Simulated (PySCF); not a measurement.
**Changing the system itself: BeF⁺**

How does BeF⁺ answer to another spin, charge, distance or environment?

Computed with PySCF 2.14.0. Level: each script names its method and basis.

1 further run of the same task is left out (it didn't finish).

## (1) The system as given

BeF⁺: 2 atoms, charge 1, spin multiplicity 1.

Bond lengths: Be1–F2 1.792 Å.

## (2) Base script

File input.py:

```python
from pyscf import gto, scf

mol = gto.M(
    atom='Be 0 0 0; F 0 0 1.792',
    basis='3-21g',
    charge=1,
    spin=0,
    verbose=4,
)
mf = scf.RHF(mol)
mf.kernel()
mf.nuc_grad_method().kernel()
mf.dip_moment()
print('orbital energies (hartree):', mf.mo_energy[..., max(0, mol.nelec[1]-3):mol.nelec[0]+3].round(4))
```

Launch:

```sh
$ OMP_NUM_THREADS=1 python input.py
```

The log of this run is left out.

In short: E(SCF) = -113.079553 Eh, 10 cycles, gradient on the second atom 0.1478 Eh/bohr.

The bond length is a typed value, not an optimised one. The dipole of an ion depends on the origin.

## (3) Triplet (UHF)

Edit 1 changes spin (2S): 0 → 2; SCF type: RHF → UHF.

File input.py:

```python
from pyscf import gto, scf

mol = gto.M(
    atom='Be 0 0 0; F 0 0 1.792',
    basis='3-21g',
    charge=1,
    spin=2,
    verbose=4,
)
mf = scf.UHF(mol)
mf.kernel()
mf.nuc_grad_method().kernel()
mf.dip_moment()
print('orbital energies (hartree):', [e[max(0, n-3):n+3].round(4) for e, n in zip(mf.mo_energy, mol.nelec)])
```

Launch:

```sh
$ OMP_NUM_THREADS=1 python input.py
```

## (4) Bond 0.5 Å

Edit 2 changes bond length: 1.792 Å → 0.5 Å.

input.py, as its differences from that of step 2:

```diff
@@ -3,3 +3,3 @@
 mol = gto.M(
-    atom='Be 0 0 0; F 0 0 1.792',
+    atom='Be 0 0 0; F 0 0 0.5',
     basis='3-21g',
```

## (5) Bond 1.667 Å

Edit 3 changes bond length: 1.792 Å → 1.667 Å.

input.py, as its differences from that of step 2:

```diff
@@ -3,3 +3,3 @@
 mol = gto.M(
-    atom='Be 0 0 0; F 0 0 1.792',
+    atom='Be 0 0 0; F 0 0 1.667',
     basis='3-21g',
```

## (6) PCM, ε = 2.27

Edit 4 changes solvent: none (gas phase) → PCM, ε = 2.27.

input.py, as its differences from that of step 2:

```diff
@@ -1,2 +1,2 @@
-from pyscf import gto, scf
+from pyscf import gto, scf, solvent
 
@@ -10,2 +10,4 @@
 mf = scf.RHF(mol)
+mf = solvent.PCM(mf)
+mf.with_solvent.eps = 2.27
 mf.kernel()
```

Before running it: what results should come out? Wanted: for each run, E(SCF); from base; gap, α spin.

**Answer**, as computed:

```csv
run,E(SCF) (hartree),from base (eV),cycles,"gap, α spin (eV)"
base,-113.079553,0,10,11.60
triplet (UHF),-113.057249,+0.6069,9,11.05
bond 0.5 Å (poor choice),-107.826907,+142.9318,11,13.45
bond 1.667 Å,-113.114255,-0.9443,9,12.29
"PCM, ε = 2.27",-113.189028,-2.9790,9,12.88
```

In words: The largest comparable shift of the SCF energy, +142.932 eV, comes with the run “bond 0.5 Å”. The triplet solution found lies 0.61 eV above the base singlet at this geometry and level. A continuum solvent with ε = 2.27 lowers the energy by 2.979 eV, a large gain because the system is charged. With bond 0.5 Å the frontier gap moves by over 1.5 eV, which can mean another electronic state rather than the bond length alone. Rows marked «poor choice» come from settings spoiled on purpose.
